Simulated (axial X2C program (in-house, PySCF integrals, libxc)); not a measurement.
# SeN⁺: bond curves with and without spin–orbit coupling

What are the state, bond length, wavenumber and bond energy of SeN⁺, and what does spin–orbit coupling change?

Program: an in-house X2C program for linear molecules on PySCF integrals. Level of theory: all-electron X2C, Se dyall-cv3z, N dyall-av3z. These are calculated values, not measurements.

### 1 The job

Contents of task.json:

```json
{
 "zs": [
  34,
  7
 ],
 "q": 1,
 "bas": [
  "dyall-cv3z",
  "dyall-av3z"
 ],
 "levels": [
  "PBE0",
  "HF",
  "PBE50"
 ],
 "cc": true,
 "r0": 1.67,
 "thr": -2.0,
 "nmax": 90,
 "npts": 10,
 "nst": 2,
 "ntry": 6
}
```

Keys: zs atomic numbers; q charge; bas basis sets; levels methods (HF also brings MP2); cc coupled cluster on or off; r0 starting distance in Å; thr threshold in hartree for freezing inner shells (an s shell follows its p shell); nmax most natural virtual spinors; npts points asked for on the curve; nst determinants followed; ntry starts of the search.

Started as:

```sh
python so2c.py task.json out
```

Spin-free means the one-electron spin-free X2C Hamiltonian; two-component (2c) means X2C with spin–orbit coupling and atomic mean-field two-electron Coulomb and Gaunt terms. Basis: Se dyall-cv3z contracted to [8s9p6d4f1g], N dyall-av3z contracted to [7s7p3d2f]; Gaussian nuclei, density fitting. Masses: Se 79.917 u, N 14.003 u.

Notation: σ, π±, δ± give the projection m of an orbital's angular momentum (0, ±1, ±2), α and β its spin, Λ and M_S the sums; ω is the projection of a spinor's total angular momentum and Ω the sum. Logs are in hartree.

After this run come: PBE0, spin-free; HF, spin-free; PBE50, spin-free; Correlated methods, spin-free; PBE0, 2c; HF, 2c; PBE50, 2c; Correlated methods, 2c.

Before running it: what results should come out? Wanted: for each run, Hamiltonian; Re; ωe; De; μ.

**Answer**, as computed:

Lowest determinant that the search found at its distance, spin-free: M_S = 0, Λ = 0 (closed shell).

Lowest determinant that the search found at its distance, 2c: Ω = 0 (closed shell).

| Hamiltonian | level | Re (Å) | ωe (cm⁻¹) | De (eV) | μ (D) |
| --- | --- | --- | --- | --- | --- |
| spin-free | PBE0 | 1.564 | 1228 | 4.40 | -1.56 |
| spin-free | HF | 1.526 | 1392 | -0.406 | -1.83 |
| spin-free | MP2 | 1.635 | 925 | 5.06 | n/a |
| spin-free | CCSD | 1.579 | 1175 | 3.87 | n/a |
| spin-free | CCSD(T) | 1.597 | 1098 | 4.41 | n/a |
| spin-free | PBE50 | 1.542 | 1312 | 3.48 | -1.69 |
| 2c | PBE0 | 1.565 | 1226 | 4.38 | -1.56 |
| 2c | HF | 1.528 | 1387 | -0.407 | -1.83 |
| 2c | CCSD | 1.580 | 1158 | 3.85 | n/a |
| 2c | CCSD(T) | 1.597 | 1110 | 4.39 | n/a |
| 2c | PBE50 | 1.543 | 1308 | 3.46 | -1.69 |

Dipoles are positive if N is the positive end and refer to the centre of mass. No constants: 2c MP2 (the points don't follow one smooth fit).

What this shows: At CCSD(T), going from spin-free to two-component changes Re by -1 mÅ, ωe by +1.0 %, which is small (part of it comes from the scalar share of the two-electron terms). De moves by -0.02 eV; both De rest on single-determinant atoms, which can miss part of an open shell's spin–orbit lowering. De is negative at HF: there the minimum lies above the ground-state fragments.

De refers to Se+ + N, each in the lowest determinant found, which need not be this curve's own limit. Each curve is one determinant whose occupation by symmetry is held fixed; it was picked as the lowest of a PBE0 search that is not exhaustive. The closed shell is kept restricted; where the fragments are open shells, the energy then runs too high at long range. De is counted from the lowest determinant-based energies of the atoms at the same level, without counterpoise correction. Coupled cluster ran in a truncated set of natural virtual spinors; the MP2 energy of the rest was added. T1 at Re is 0.038 (Lee–Taylor), above the customary mark of 0.02.
